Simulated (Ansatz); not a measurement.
# NiO: the cost of one run

Program: Ansatz 0.2.0. Level of theory: DFT r2SCAN, PAW, plane waves, scalar-relativistic. These are calculated values, not measurements.

**1. The starting structure**

It takes space group Fm-3m (No. 225, cubic). Conventional cell: a = 4.172 Å, b = 4.172 Å, c = 4.172 Å, α = 90.00°, β = 90.00°, γ = 90.00°. Ni (site symmetry m-3m) is surrounded by 6 O at 2.09 Å. O (site symmetry m-3m) has 6 Ni at 2.09 Å as nearest neighbours.

Coordinates:

```cif
data_structure
_symmetry_space_group_name_H-M 'P 1'
_symmetry_Int_Tables_number 1
_cell_length_a 5.8962
_cell_length_b 2.9481
_cell_length_c 2.9481
_cell_angle_alpha 60.080
_cell_angle_beta 60.080
_cell_angle_gamma 60.080
_cell_volume 36.30
loop_
_atom_site_label
_atom_site_type_symbol
_atom_site_fract_x
_atom_site_fract_y
_atom_site_fract_z
_atom_site_occupancy
Ni1 Ni 0.00000 0.00000 0.00000 1
Ni2 Ni 0.50000 0.00000 0.00000 1
O1 O 0.25000 0.50000 0.50000 1
O2 O 0.75000 0.50000 0.50000 1
```

Atoms are counted from 1 in the order of input.yaml (O4 and so on).

Known so far: 8 plain starts ended in 3 states. The lowest came from “moments +- scaled by 1.4, plain SCF [Ni1 2.80, Ni2 -2.80 μB]”: antiferromagnetic, site moments Ni1 1.57, Ni2 -1.57 μB, total 0.00 μB per cell, a gap of 2.40 eV on the k-mesh, free energy -12827.2148 eV.

Runs to come: parallel moments, default search for lower states; opposed moments +-, default search for lower states; the moments typed in its input, symmetry off, plain SCF; the moments typed in its input, standard search for lower states.

“Plain SCF” means no search for lower states. The default search runs further SCF cycles only where the state itself hints at a lower one. The standard and full searches may also try other magnetic orders and fillings, and need not reach the lowest state. With a search on, the program may also reshape the start on open shells. Ends within 0.2 meV/atom and 0.1 μB count as one state.

Moments by site are taken inside atomic spheres; the rest lies between them.

**2. Parallel moments, default search for lower states**

input.yaml

```yaml
crystal:
  lattice:
    - [2.95169689, 1.70416299, 4.81134]
    - [-1.47584844, 0.8520815, 2.40567]
    - [0.0, -1.70416299, 2.40567]
  atoms:
    - { symbol: Ni, position: [0.0, 0.0, 0.0], spin: 2.0 }
    - { symbol: Ni, position: [0.5, 0.0, 0.0], spin: 2.0 }
    - { symbol: O, position: [0.25, 0.5, 0.5] }
    - { symbol: O, position: [0.75, 0.5, 0.5] }
magnetization:
  spin_polarized: true
hamiltonian:
  xc: r2scan
  pseudopotentials: { kind: paw }
basis:
  ecutwfc: 500
kpoints:
  mp_grid: { grid: [4, 8, 8] }
scf:
  occupations: { method: fermi_dirac, width: 0.05 }
output:
  forces: true
  stress: true
  write_density: true
  write_potential: true
  elf: true
  volumetric_format: npy
```

On the command line:

```
$ ansatz run input.yaml --threads 2 --pin off --max-ram 5120MiB --backend cpu --events-out ev --progress --plain --runs-dir out
```

**Question.** How long does this run take on 2 threads of Arm Neoverse V2, shared host, and how much memory does it need?

About 23 s, with a peak of 0.58 GiB.
